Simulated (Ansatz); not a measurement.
TaWC2 in Ansatz: the effect of functional

The system is TaWC2.

```xyz
4
Lattice="1.5398 0.8890 4.9975 -1.5398 0.8890 4.9975 0.0000 -1.7780 4.9975" Properties=species:S:1:pos:R:3 pbc="T T T"
W     0.0000    0.0000    0.0000
Ta    0.0000    0.0000    7.4962
C     0.0000    0.0000    3.7621
C     0.0000    0.0000   11.2303
```

The cell comes from a database or a generator and needn't be the stable form of this composition.

The cell isn't the ideal one: volume scaled by 0.94.

Alike in all runs:

| Property | Result |
| --- | --- |
| Program | Ansatz 0.2.0 |
| Task | single point |
| Potentials or basis | Ansatz PAW |
| k mesh | 10 × 10 × 10 |
| Occupations | fermi-dirac, width 0.05 eV |
| Spin | no spin polarisation |

```csv
functional,cutoff,pressure (GPa),largest force (eV/Å)
LDA,420 eV (not typed: the program's choice for these potentials),5.4,0.09
r2SCAN,500 eV (not typed: the program's choice for these potentials),?,?
PBE,420 eV (not typed: the program's choice for these potentials),21.0,0.07
```

Question: What does the run with functional r2SCAN give?

Answer: Pressure 17.7 GPa; largest force 0.01 eV/Å.

Caveats: the PAW data sets come from PBE, with cores solved anew for the run's functional, which leaves a small shift of forces and pressure (some runs).
